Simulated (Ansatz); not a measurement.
Geometry optimisation, Ansatz 0.2.0, DFT PBE, scalar-relativistic, plane waves, PAW.

Input file:

```yaml
crystal:
  lattice:
    - [0.0, 5.43, 5.43]
    - [5.43, 0.0, 5.43]
    - [5.43, 5.43, 0.0]
  atoms:
    - { symbol: Si, position: [0.0, 0.0, 0.0] }
    - { symbol: Si, position: [0.125, 0.125, 0.125] }
    - { symbol: Si, position: [0.0, 0.0, 0.5] }
    - { symbol: Si, position: [0.125, 0.125, 0.625] }
    - { symbol: Si, position: [0.0, 0.5, 0.0] }
    - { symbol: Si, position: [0.125, 0.625, 0.125] }
    - { symbol: Si, position: [0.0, 0.5, 0.5] }
    - { symbol: Si, position: [0.125, 0.625, 0.625] }
    - { symbol: Si, position: [0.5, 0.0, 0.0] }
    - { symbol: Si, position: [0.625, 0.125, 0.125] }
    - { symbol: Si, position: [0.5, 0.0, 0.5] }
    - { symbol: Si, position: [0.625, 0.125, 0.625] }
    - { symbol: Si, position: [0.5, 0.5, 0.0] }
    - { symbol: Si, position: [0.625, 0.625, 0.125] }
    - { symbol: Si, position: [0.5, 0.5, 0.5] }
    - { symbol: Si, position: [0.625, 0.625, 0.625] }
    - { symbol: Li, position: [0.2568145, 0.2421777, 0.7508001] }
total_charge: 1
basis:
  ecutwfc: 420.0
kpoints:
  mp_grid: { grid: [2, 2, 2] }
hamiltonian:
  xc: pbe
  pseudopotentials: { kind: paw, azcp: { folder: soft_1 } }
scf:
  occupations: { method: gaussian, width: 0.02 }
  lower_state_search: "off"
relax:
  f_tol: 0.03
  max_steps: 60
  adjacent_minimum: "off"
```

Run as:

```bash
$ ansatz run input.yaml --threads 1 --pin off --max-ram 3072MiB --backend cpu --events-out ev --progress --plain --runs-dir out
```

Where does it end, and by what steps?

The run converged. Limits of this set-up: a small cell, in which the defect meets its images, charged cell in a uniform background, uncorrected. After 2 steps the energy has fallen by 0.117 eV; Si12 moved furthest, 0.05 Å.

| step | energy less start (eV) | largest force component (eV/Å) | accepted |
| --- | --- | --- | --- |
| 0 | 0.0000 | 0.643 | yes |
| 1 | -0.1127 | 0.093 | yes |
| 2 | -0.1170 | 0.029 | yes |

```xyz
17
Lattice="0.0000 5.4300 5.4300 5.4300 0.0000 5.4300 5.4300 5.4300 0.0000" Properties=species:S:1:pos:R:3
Si -0.001 0.001 -0.022
Si 1.382 1.384 1.332
Si 2.710 2.721 -0.001
Si 4.047 4.048 1.332
Si 2.735 0.002 2.714
Si 4.063 1.367 4.080
Si 5.428 2.696 2.714
Si 6.808 4.052 4.094
Si -0.001 2.739 2.715
Si 1.367 4.063 4.083
Si 2.692 5.431 2.716
Si 4.044 6.816 4.100
Si 2.715 2.715 5.430
Si 4.062 4.065 6.778
Si 5.428 5.432 5.451
Si 6.795 6.798 6.778
Li 5.418 5.443 2.714
```

Whether the end is a true minimum wasn't checked by a vibrational analysis.

Time of the run: 12 s on 1 thread of Arm Neoverse V2, with other jobs on the host, peak memory 0.51 GiB.
